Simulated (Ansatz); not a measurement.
# La4HfO: from a guess to a relaxed structure

Aim: relax a trial structure of La4HfO and see where it ends.

Program: Ansatz 0.2.0. Level of theory: DFT PBE, scalar-relativistic, plane waves, PAW. These are calculated values, not measurements.

## (1) The system as given

The structure is cubic, space group F-43m (No. 216). The conventional cell has a = 8.586 Å, b = 8.586 Å, c = 8.586 Å, α = 90.00°, β = 90.00°, γ = 90.00°. La (site symmetry 3m) is surrounded by 6 La at 2.99 to 3.08 Å and 3 Hf at 3.56 Å and 3 O at 3.56 Å. Hf (site symmetry -43m) has 12 La at 3.56 Å and 4 O at 3.72 Å as nearest neighbours. O (site symmetry -43m) is surrounded by 12 La at 3.56 Å and 4 Hf at 3.72 Å.

Coordinates:

```
La Hf O
1.0
     0.00000    4.29321    4.29321
     4.29321    0.00000    4.29321
     4.29321    4.29321    0.00000
La Hf O
4 1 1
Cartesian
  3.2344 5.3520 5.3520
  3.2344 3.2344 3.2344
  5.3520 3.2344 5.3520
  5.3520 5.3520 3.2344
  6.4398 6.4398 6.4398
  0.0000 0.0000 0.0000
```

The cell is invented: species swapped into a database cell of ZrAlCo4 (F-43m, No. 216), with O on the Zr sites, Hf on the Al sites and La on the Co sites. The dimensions are guesses.

## (2) The guess as it stands, on a coarse mesh

input.yaml reads:

```yaml
crystal:
  lattice:
    - [0.0, 4.29321429, 4.29321429]
    - [4.29321429, 0.0, 4.29321429]
    - [4.29321429, 4.29321429, 0.0]
  atoms:
    - { symbol: La, position: [0.86993903, 0.37668699, 0.37668699] }
    - { symbol: La, position: [0.37668699, 0.37668699, 0.37668699] }
    - { symbol: La, position: [0.37668699, 0.86993903, 0.37668699] }
    - { symbol: La, position: [0.37668699, 0.37668699, 0.86993903] }
    - { symbol: Hf, position: [0.75, 0.75, 0.75] }
    - { symbol: O, position: [0.0, 0.0, 0.0] }
basis:
  ecutwfc: 420
kpoints:
  mp_grid: { grid: [4, 4, 4] }
hamiltonian:
  xc: pbe
scf:
  occupations: { method: gaussian, width: 0.1 }
  lower_state_search: "off"
output:
  forces: true
  stress: true
  eigenvalues: true
```

Run with:

```
> ansatz run input.yaml --threads 1 --pin off --max-ram 2560MiB --backend cpu --events-out ev --progress --plain --runs-dir out
```

The log of the run, cut to the lines that bear on the results:

```text
[...]
SCF converged after 9 iterations
Free energy (F): -41281.946327 eV
[...]
E sigma→0 (E₀):  -41281.921380 eV
Entropy (-TS):   -0.049895 eV (-8.316 meV/atom)
Fermi energy:    13.282664 eV
[...]
--- Forces (eV/Å), atoms counted from 1 ---
  atom   1  La    -0.16319972     0.16319972     0.16319972
  atom   2  La    -0.16319972    -0.16319972    -0.16319972
  atom   3  La     0.16319972    -0.16319972     0.16319972
  atom   4  La     0.16319972     0.16319972    -0.16319972
  atom   5  Hf     0.00000000     0.00000000    -0.00000000
  atom   6  O     -0.00000000    -0.00000000     0.00000000
[...]
--- Stress (GPa, compression-positive) ---
        5.389767      -0.000000      -0.000000
        0.000000       5.389767       0.000000
       -0.000000       0.000000       5.389767
  P = ⅓ Tr σ = 5.3898 GPa (53.898 kbar)
--- Band table (eV; the first three rows and the last of 8) ---
[...]
```

It took 3.1 s on 1 thread of AMD EPYC 9R45 (Zen 5), shared host; peak memory 0.45 GiB.

From the probe: pressure 5.4 GPa, largest force 0.28 eV/Å, gap on this mesh none (metal). A cheap, loose relaxation comes first.

## (3) A loose first relaxation

Changes to input.yaml since step 2:

```diff
@@ -25 +25,6 @@
   eigenvalues: true
+relax:
+  adjacent_minimum: "off"
+  f_tol: 0.04
+  max_steps: 70
+  cell: { stress_tol: 0.4 }
```

Run with:

```
> ansatz run input.yaml --threads 1 --pin off --max-ram 2560MiB --backend cpu --events-out ev --progress --plain --runs-dir out
```

The log of the run:

```text
Warning: RAYON_NUM_THREADS=1 ignored (pool sized by the plan → 1); use --threads N
Engine: ansatz 0.2.0, x86_64-unknown-linux-gnu
Pseudopotentials: kind: paw
Pseudopotential: La, paw, valence charge 11, recommended cutoff 420 eV (normal), La.paw.azcp
Pseudopotential: Hf, paw, valence charge 26, recommended cutoff 420 eV (normal), Hf.paw.azcp
Pseudopotential: O, paw, valence charge 6, recommended cutoff 420 eV (normal), O.paw.azcp
Functional definition: PBE
  parameter kappa = 0.804
  parameter beta = 0.06672455060314922
  exchange = pbe_x(kappa = kappa, mu = beta*pi^2/3)
  correlation = pbe_c(beta = beta)
Crystal: 6 atoms, lattice volume = 158.262 Å³
Basis set: ecut = 420 eV, 3119 PW (Γ), exchange–correlation on 90×90×90 points (8 copies of the dense FFT grid, shifted against one another)
Bands: 46, of which v1, the nominal top of the filled ones, is band 38 counted from 1 (37 counted from 0)
Symmetry: 24 space group operations
Space group: F-43m (ITA 216), of the structure as read, at distance tolerance 5.4e-5 Å
k-points: 8 of 64 (time reversal used)
Non-local potential: La, projectors of the file, l = 0: 3, l = 1: 2, l = 2: 2, l = 3: 3
Non-local potential: Hf, projectors of the file, l = 0: 3, l = 1: 2, l = 2: 2, l = 3: 3
Non-local potential: O, projectors of the file, l = 0: 2, l = 1: 2, l = 2: 1
PAW form: soft (Blöchl's): semilocal exchange-correlation on the pseudo side does not see the compensation charge
PAW one-centre angular grid: La, 590 points (default); XC on 64 Gauss nodes
PAW one-centre angular grid: Hf, 590 points (default); XC on 64 Gauss nodes
PAW one-centre angular grid: O, 110 points (default); XC on 64 Gauss nodes
Initial density: superposition of atomic densities (neutral atoms: chi_scale 0, normalization atom), corrected by the library's trained network
Initial wavefunctions: pseudopotential atomic-orbital guess
Functional: x = pbe(κ = 0.804, μ = 0.2195149727645171), c = pbe(β = 0.06672455060314922)
SCF iter   1: F=—  HF=-41282.014606 eV  |F-HF|=—  |Δ(HF+E_count)|=         —  Δρ=1.55e-2  dr2=7.09e-1  ethr=1.77e-3  ⟨swp⟩=5.9  Hψ=1513  notcnv=0
preconditioner: auto → Kerker (q_TF=auto, 2.414 Å⁻¹)  [metal: Δε(μ)=0.048 eV  Ē_g=11.287 eV  σ=0.100 eV  W_gap=0.27  n_scr=26 (ndim 8)  ℏωp=22.9 eV  f_vac=0.000  D(μ)=10.14/eV (n_scr^D=112)]
SCF iter   2: F=—  HF=-41281.954027 eV  |F-HF|=—  |Δ(HF+E_count)|=   6.06e-2  Δρ=4.96e-3  dr2=8.24e-2  ethr=9.33e-4  ⟨swp⟩=2.5  Hψ=527  notcnv=0  defer=6
SCF iter   3: F=—  HF=-41281.946214 eV  |F-HF|=—  |Δ(HF+E_count)|=   7.81e-3  Δρ=1.97e-3  dr2=6.60e-3  ethr=1.08e-4  ⟨swp⟩=2.0  Hψ=645  notcnv=0  defer=6
SCF iter   4: F=—  HF=-41281.946624 eV  |F-HF|=—  |Δ(HF+E_count)|=   4.09e-4  Δρ=6.43e-4  dr2=1.17e-3  ethr=8.69e-6  ⟨swp⟩=2.0  Hψ=668  notcnv=0  defer=6
SCF iter   5: F=—  HF=-41281.946239 eV  |F-HF|=—  |Δ(HF+E_count)|=   3.85e-4  Δρ=2.98e-4  dr2=2.21e-4  ethr=1.54e-6  ⟨swp⟩=2.0  Hψ=665  notcnv=0  defer=6
SCF iter   6: F=—  HF=-41281.946255 eV  |F-HF|=—  |Δ(HF+E_count)|=   1.65e-5  Δρ=1.04e-4  dr2=2.31e-5  ethr=2.91e-7  ⟨swp⟩=2.0  Hψ=500  notcnv=0  defer=6
SCF iter   7: F=—  HF=-41281.946327 eV  |F-HF|=—  |Δ(HF+E_count)|=   7.18e-5  Δρ=3.63e-5  dr2=5.17e-6  ethr=3.04e-8  ⟨swp⟩=2.0  Hψ=673  notcnv=0  defer=7
SCF iter   8: F=—  HF=-41281.946327 eV  |F-HF|=—  |Δ(HF+E_count)|=   1.88e-7  Δρ=7.99e-6  dr2=2.09e-7  ethr=6.81e-9  ⟨swp⟩=2.6  Hψ=641  notcnv=0  defer=7
SCF iter   9: F=-41281.946327 eV  HF=-41281.946327 eV  |F-HF|=8.69e-9  |Δ(HF+E_count)|=   2.95e-8  Δρ=2.64e-6  dr2=1.70e-8  ethr=1.32e-10  ⟨swp⟩=12.9  Hψ=1693  notcnv=0
SCF 1 converged in 9 iterations: F = -41281.946327 eV  dr2 = 1.70e-8
relax step   1: F+E_penalty+E_count = -41281.94632706 eV  Δ(F+E_penalty+E_count) = +0.000e0 eV  max|allowed force component| = 1.632e-1 eV/Å  Δτ_max = 0.0000 Å  P = +5.390 GPa  Ω = 158.262 Å³  (9 SCF iters, dr2 threshold 1.00e-7 eV, accepted)
Crystal: 6 atoms, lattice volume = 182.554 Å³
Basis set: ecut = 420 eV, 3527 PW (Γ), exchange–correlation on 90×90×90 points (8 copies of the dense FFT grid, shifted against one another)
Initial density: handed on by an earlier stage of this run
Initial wavefunctions: those handed on with the density
SCF iter   1: F=—  HF=-41283.325034 eV  |F-HF|=—  |Δ(HF+E_count)|=         —  Δρ=4.32e-2  dr2=7.75e0  ethr=3.10e-3  ⟨swp⟩=14.0  Hψ=2083  notcnv=0
preconditioner: auto → Resta (q_TF=auto, 2.358 Å⁻¹)  ε∞=4.5  [insulator: Δε(μ)=0.133 eV  Ē_g=11.327 eV  σ=0.100 eV  W_gap=0.58  n_scr=50 (ndim 8)  ℏωp=21.3 eV  f_vac=0.000  D(μ)=5.84/eV (n_scr^D=50)  ε∞_Penn≈4.5]
SCF iter   2: F=—  HF=-41282.330219 eV  |F-HF|=—  |Δ(HF+E_count)|=   9.95e-1  Δρ=9.36e-3  dr2=2.38e-1  ethr=3.10e-3  ⟨swp⟩=4.1  Hψ=732  notcnv=0  defer=8
SCF iter   3: F=—  HF=-41282.272932 eV  |F-HF|=—  |Δ(HF+E_count)|=   5.73e-2  Δρ=4.74e-3  dr2=5.77e-2  ethr=3.13e-4  ⟨swp⟩=3.0  Hψ=573  notcnv=0  defer=7
SCF iter   4: F=—  HF=-41282.258726 eV  |F-HF|=—  |Δ(HF+E_count)|=   1.42e-2  Δρ=1.49e-3  dr2=8.62e-3  ethr=7.59e-5  ⟨swp⟩=2.1  Hψ=726  notcnv=0  defer=7
SCF iter   5: F=—  HF=-41282.255797 eV  |F-HF|=—  |Δ(HF+E_count)|=   2.93e-3  Δρ=6.63e-4  dr2=1.20e-3  ethr=1.13e-5  ⟨swp⟩=2.0  Hψ=664  notcnv=0  defer=7
SCF iter   6: F=—  HF=-41282.255919 eV  |F-HF|=—  |Δ(HF+E_count)|=   1.22e-4  Δρ=2.54e-4  dr2=1.70e-4  ethr=1.57e-6  ⟨swp⟩=2.0  Hψ=532  notcnv=0  defer=7
SCF iter   7: F=—  HF=-41282.256025 eV  |F-HF|=—  |Δ(HF+E_count)|=   1.06e-4  Δρ=6.72e-5  dr2=7.18e-6  ethr=2.23e-7  ⟨swp⟩=2.0  Hψ=675  notcnv=0  defer=7
SCF iter   8: F=—  HF=-41282.256025 eV  |F-HF|=—  |Δ(HF+E_count)|=   6.07e-7  Δρ=2.17e-5  dr2=1.13e-6  ethr=9.45e-9  ⟨swp⟩=2.0  Hψ=665  notcnv=0  defer=7
SCF iter   9: F=-41282.256026 eV  HF=-41282.256026 eV  |F-HF|=1.22e-7  |Δ(HF+E_count)|=   6.12e-7  Δρ=7.98e-6  dr2=2.11e-7  ethr=7.89e-10  ⟨swp⟩=16.1  Hψ=2261  notcnv=0
SCF 2 converged in 9 iterations: F = -41282.256026 eV  dr2 = 2.11e-7
relax step   2: F+E_penalty+E_count = -41282.25602579 eV  Δ(F+E_penalty+E_count) = -3.097e-1 eV  max|allowed force component| = 2.813e-2 eV/Å  Δτ_max = 0.0218 Å  P = -0.590 GPa  Ω = 182.554 Å³  energy of the carried Pulay correction = -1.191e-2 eV  (9 SCF iters, dr2 threshold 6.00e-7 eV, accepted)
Crystal: 6 atoms, lattice volume = 179.842 Å³
iter 1 solved again at ethr=2.02e-4 eV; its pass at ethr=3.10e-3 eV (dr2=1.54e-1 eV) is discarded
SCF iter   1: F=—  HF=-41282.276732 eV  |F-HF|=—  |Δ(HF+E_count)|=         —  Δρ=6.28e-3  dr2=1.53e-1  ethr=2.02e-4  ⟨swp⟩=1.0  Hψ=2016  notcnv=0
preconditioner: auto → Kerker (q_TF=auto, 2.363 Å⁻¹)  [metal: Δε(μ)=0.062 eV  Ē_g=11.227 eV  σ=0.100 eV  W_gap=0.34  n_scr=50 (ndim 8)  ℏωp=21.4 eV  f_vac=0.000  D(μ)=11.92/eV (n_scr^D=136)]
SCF iter   2: F=—  HF=-41282.265909 eV  |F-HF|=—  |Δ(HF+E_count)|=   1.08e-2  Δρ=2.12e-3  dr2=2.42e-2  ethr=2.01e-4  ⟨swp⟩=1.2  Hψ=371  notcnv=0
SCF iter   3: F=—  HF=-41282.263862 eV  |F-HF|=—  |Δ(HF+E_count)|=   2.05e-3  Δρ=5.00e-4  dr2=1.25e-3  ethr=3.18e-5  ⟨swp⟩=2.0  Hψ=426  notcnv=0
SCF iter   4: F=—  HF=-41282.263652 eV  |F-HF|=—  |Δ(HF+E_count)|=   2.10e-4  Δρ=3.89e-4  dr2=7.10e-4  ethr=1.65e-6  ⟨swp⟩=2.0  Hψ=643  notcnv=0
SCF iter   5: F=—  HF=-41282.263377 eV  |F-HF|=—  |Δ(HF+E_count)|=   2.75e-4  Δρ=1.64e-4  dr2=1.07e-4  ethr=9.34e-7  ⟨swp⟩=2.0  Hψ=536  notcnv=0
SCF iter   6: F=—  HF=-41282.263452 eV  |F-HF|=—  |Δ(HF+E_count)|=   7.52e-5  Δρ=6.95e-5  dr2=1.47e-5  ethr=1.40e-7  ⟨swp⟩=2.0  Hψ=675  notcnv=0
SCF iter   7: F=—  HF=-41282.263452 eV  |F-HF|=—  |Δ(HF+E_count)|=   3.65e-7  Δρ=2.15e-5  dr2=1.04e-6  ethr=1.94e-8  ⟨swp⟩=2.0  Hψ=671  notcnv=0
SCF iter   8: F=-41282.263453 eV  HF=-41282.263453 eV  |F-HF|=1.74e-7  |Δ(HF+E_count)|=   2.86e-7  Δρ=5.56e-6  dr2=7.03e-8  ethr=7.89e-10  ⟨swp⟩=10.2  Hψ=2088  notcnv=0
SCF 3 converged in 8 iterations: F = -41282.263453 eV  dr2 = 7.03e-8
relax step   3: F+E_penalty+E_count = -41282.26345256 eV  Δ(F+E_penalty+E_count) = -7.427e-3 eV  max|allowed force component| = 7.930e-4 eV/Å  Δτ_max = 0.0036 Å  P = -0.090 GPa  Ω = 179.842 Å³  energy of the carried Pulay correction = -1.067e-2 eV  (8 SCF iters, dr2 threshold 6.00e-7 eV, accepted)
Initial wavefunctions: pseudopotential atomic-orbital guess (no wavefunctions were taken with the density)
iter 1 solved again at ethr=2.87e-6 eV; its pass at ethr=3.10e-3 eV (dr2=2.18e-3 eV) is discarded
SCF iter   1: F=—  HF=-41282.283248 eV  |F-HF|=—  |Δ(HF+E_count)|=         —  Δρ=5.97e-4  dr2=2.31e-4  ethr=2.87e-6  ⟨swp⟩=3.2  Hψ=2388  notcnv=0
preconditioner: auto → Kerker (q_TF=auto, 2.363 Å⁻¹)  [metal: Δε(μ)=0.040 eV  Ē_g=11.239 eV  σ=0.100 eV  W_gap=0.22  n_scr=50 (ndim 8)  ℏωp=21.4 eV  f_vac=0.000  D(μ)=10.93/eV (n_scr^D=112)]
SCF iter   2: F=—  HF=-41282.283388 eV  |F-HF|=—  |Δ(HF+E_count)|=   1.40e-4  Δρ=2.47e-4  dr2=1.49e-5  ethr=3.03e-7  ⟨swp⟩=2.0  Hψ=525  notcnv=0
SCF iter   3: F=—  HF=-41282.283440 eV  |F-HF|=—  |Δ(HF+E_count)|=   5.16e-5  Δρ=7.07e-5  dr2=3.19e-6  ethr=1.96e-8  ⟨swp⟩=2.0  Hψ=553  notcnv=0
SCF iter   4: F=—  HF=-41282.283526 eV  |F-HF|=—  |Δ(HF+E_count)|=   8.64e-5  Δρ=2.66e-5  dr2=5.21e-7  ethr=4.19e-9  ⟨swp⟩=2.0  Hψ=666  notcnv=0
SCF iter   5: F=—  HF=-41282.283526 eV  |F-HF|=—  |Δ(HF+E_count)|=   3.23e-7  Δρ=2.33e-6  dr2=2.79e-8  ethr=6.86e-10  ⟨swp⟩=2.0  Hψ=671  notcnv=0
SCF iter   6: F=-41282.283526 eV  HF=-41282.283526 eV  |F-HF|=1.15e-9  |Δ(HF+E_count)|=  4.07e-10  Δρ=9.54e-7  dr2=3.33e-9  ethr=5.05e-12  ⟨swp⟩=7.5  Hψ=1503  notcnv=0
SCF 4 converged in 6 iterations: F = -41282.283526 eV  dr2 = 3.33e-9
relax step   4: F+E_penalty+E_count = -41282.28352640 eV  Δ(F+E_penalty+E_count) = -2.007e-2 eV  max|allowed force component| = 9.345e-4 eV/Å  Δτ_max = 0.0000 Å  P = +0.075 GPa  Ω = 179.842 Å³  stress off target by 7.45e-2 GPa  SCF on the basis re-selected at this cell (its energy is not comparable with the rows above)  (6 SCF iters)
basis re-selected at this cell: Δ(F+E_penalty+E_count) = -2.007e-2 eV, ΔP = +0.165 GPa vs the last step (what re-selecting the basis moved, of the pressure what is left beyond the Pulay correction that the steps carried, after the strain that the cell walked since its last selection, with what the two solves' SCF thresholds leave and, on support functions, any second-order correction that the steps lacked; it is no measure of the basis error at this ecutwfc). This SCF's stress stands 7.45e-2 GPa from its target on what of the cell is left free (relax.cell.stress_tol is 4.00e-1 GPa) and its largest allowed force component is 9.35e-4 eV/Å (relax.f_tol is 4.00e-2 eV/Å): within both
SCF converged after 6 iterations
Free energy (F): -41282.283526 eV
Harris-Foulkes:  -41282.283526 eV  (|F-HF|=1.15e-9)
Internal energy: -41282.228785 eV  (E = F + TS)
E sigma→0 (E₀):  -41282.256156 eV
Entropy (-TS):   -0.054741 eV (-9.124 meV/atom)
Fermi energy:    11.400441 eV
--- Per-component energies (eV) ---
  E_band       = -332.437306
  E_kinetic    = 1375.524986
  E_local      = -8900.726407  (includes V_loc(G=0)·N_el)
  E_nonlocal   = -814.573791
  E_hartree    = 3910.083040
  E_xc         = -931.702689
  E_vxc        = -951.497726  (∫ρ·V_xc dr)
  E_paw        = -28748.651503  (= ΣΔE_a)
  E_vpaw       = 1138.665608  (= ΣTr[D̂ρ^β])
  E_aug_tail   = 0.002250  (compensation charges beyond the density's cutoff)
  E_ewald      = -7172.184672
  E_smearing   = -0.054741  (= −TS)
  E_closure    = -0.000000  (closes the sum)
  Σ components = -41282.283526   (vs F -41282.283526, Δ=0.00e0)
--- Forces (eV/Å), atoms counted from 1 ---
  atom   1  La     0.00093451    -0.00093451    -0.00093451
  atom   2  La     0.00093451     0.00093451     0.00093451
  atom   3  La    -0.00093451     0.00093451    -0.00093451
  atom   4  La    -0.00093451    -0.00093451     0.00093451
  atom   5  Hf     0.00000000     0.00000000    -0.00000000
  atom   6  O     -0.00000000    -0.00000000    -0.00000000
  max |Σ_I F_I| component: 1.83e-17 eV/Å
--- Stress (GPa, compression-positive) ---
        0.074522       0.000000       0.000000
        0.000000       0.074522       0.000000
        0.000000       0.000000       0.074522
  P = ⅓ Tr σ = 0.0745 GPa (0.745 kbar)
--- Band table (eV; the first three rows and the last of 8) ---
  k-point 0: bands = ["-51.3434", "-21.6099", "-20.8501", "-20.8501", "-20.8501", "-19.9284", "-19.9284", "-19.9284", "-7.5775", "-5.9593", "-5.9593", "-5.9593", "-5.3875", "-5.3875", "-4.3075", "-3.8933", "-3.8933", "-3.8933", "-3.4646", "-3.4646", "-3.4646", "-1.3344", "-1.3255", "-1.3255", "-1.3255", "-1.3183", "-1.3183", "-1.3183", "7.9101", "8.8079", "9.2187", "9.2187", "9.2187", "10.0839", "10.0839", "10.0839", "11.1444", "11.1444", "11.5306", "11.5306", "11.5306", "12.4539", "12.4539", "12.6802", "12.8075", "12.8075"]
  k-point 1: bands = ["-51.3434", "-21.5385", "-20.9396", "-20.8510", "-20.8510", "-19.9284", "-19.9284", "-19.9268", "-7.2910", "-5.8594", "-5.8261", "-5.8261", "-5.2908", "-5.2908", "-4.3231", "-4.1625", "-4.1625", "-4.0524", "-3.8923", "-3.5192", "-3.5192", "-1.3344", "-1.3256", "-1.3256", "-1.3256", "-1.3183", "-1.3181", "-1.3181", "8.0655", "9.1979", "9.4300", "9.4300", "9.8932", "10.1662", "10.4087", "10.4087", "11.2288", "11.2288", "11.2800", "11.6123", "11.6123", "12.1971", "12.3703", "12.3703", "12.7988", "12.7988"]
  k-point 2: bands = ["-51.3434", "-21.4366", "-21.0593", "-20.8519", "-20.8519", "-19.9284", "-19.9284", "-19.9254", "-6.9666", "-5.7149", "-5.7149", "-5.2772", "-5.2115", "-4.8822", "-4.8822", "-4.7490", "-4.7490", "-4.2702", "-3.8914", "-3.5434", "-3.5434", "-1.3344", "-1.3257", "-1.3257", "-1.3257", "-1.3182", "-1.3180", "-1.3180", "8.3655", "9.4603", "9.6718", "9.6718", "9.8301", "10.7540", "10.7540", "10.7865", "11.0992", "11.0992", "11.2505", "11.7409", "11.7409", "12.4512", "12.5920", "12.5920", "12.8204", "12.8204"]
  k-point 7: bands = ["-51.3434", "-21.2597", "-21.2456", "-20.8549", "-20.8536", "-19.9275", "-19.9271", "-19.9256", "-6.2516", "-6.2252", "-5.4883", "-5.4825", "-4.9798", "-4.9468", "-4.9017", "-4.8976", "-4.2652", "-4.2588", "-4.2548", "-3.8586", "-3.8536", "-1.3344", "-1.3259", "-1.3258", "-1.3254", "-1.3181", "-1.3179", "-1.3178", "8.8567", "9.3981", "9.6555", "9.9309", "10.6535", "10.7450", "10.7923", "11.0699", "11.2097", "11.2114", "11.4843", "11.5768", "11.8139", "12.0871", "12.3739", "12.5980", "12.6672", "12.7158"]
--- Relaxed structure (3 steps of the walk, 3 accepted, 1 SCFs on fresh bases) ---
  F+E_penalty+E_count = -41282.28352640 eV   max|allowed force component| = 9.345e-4 eV/Å   (the final SCF, on the basis selected at the relaxed cell)
  cell:  # Å, volume = 179.8416 Å³
    - [-3.681406293767064e-33, 4.480089546334551, 4.4800895463345505]
    - [4.480089546334551, 3.0572232197373546e-33, 4.4800895463345505]
    - [4.480089546334551, 4.480089546334551, 4.47118895886588e-33]
  atoms:
    - { symbol: La, position: [0.8736137307776186, 0.3754620897407936, 0.37546208974079387] }
    - { symbol: La, position: [0.37546208974079365, 0.37546208974079365, 0.37546208974079376] }
    - { symbol: La, position: [0.3754620897407936, 0.8736137307776186, 0.37546208974079387] }
    - { symbol: La, position: [0.37546208974079365, 0.37546208974079365, 0.8736137307776188] }
    - { symbol: Hf, position: [0.7499999999999999, 0.7499999999999999, 0.7499999999999999] }
    - { symbol: O, position: [1.262692820867213e-19, -8.417952139114837e-21, 4.208976069557356e-20] }
```

Wall time 14 s (1 thread of AMD EPYC 9R45 (Zen 5), shared host); peak memory 0.48 GiB.

Step by step:

```
step  E - E(step 1) (eV/cell)  largest force component (eV/Å)  pressure (GPa)  volume (Å³)
   1                   0.0000                          0.1632            5.39       158.26
   2                  -0.3097                          0.0281           -0.59       182.55
   3                  -0.3171                          0.0008           -0.09       179.84
   4                  -0.3372                          0.0009            0.07       179.84
```

Step 1 is the start. Step 4 repeats the geometry before it on a plane-wave basis chosen anew for that cell, so its energy need not be comparable with the rows above.

Lengths and angles in the start's conventional setting:

|  | before | after | change |
| --- | --- | --- | --- |
| a (Å) | 8.586 | 8.960 | +4.4 % |
| b (Å) | 8.586 | 8.960 | +4.4 % |
| c (Å) | 8.586 | 8.960 | +4.4 % |
| volume (Å³/atom) | 26.38 | 29.97 | +13.6 % |
| shortest distance (Å) | 2.995 | 3.156 | +5.4 % |
| space group (0.01 Å) | F-43m | F-43m | same |

The run keeps the 24 symmetry operations of the start, so it could not have lowered the symmetry.

[end of part 1 of 2]
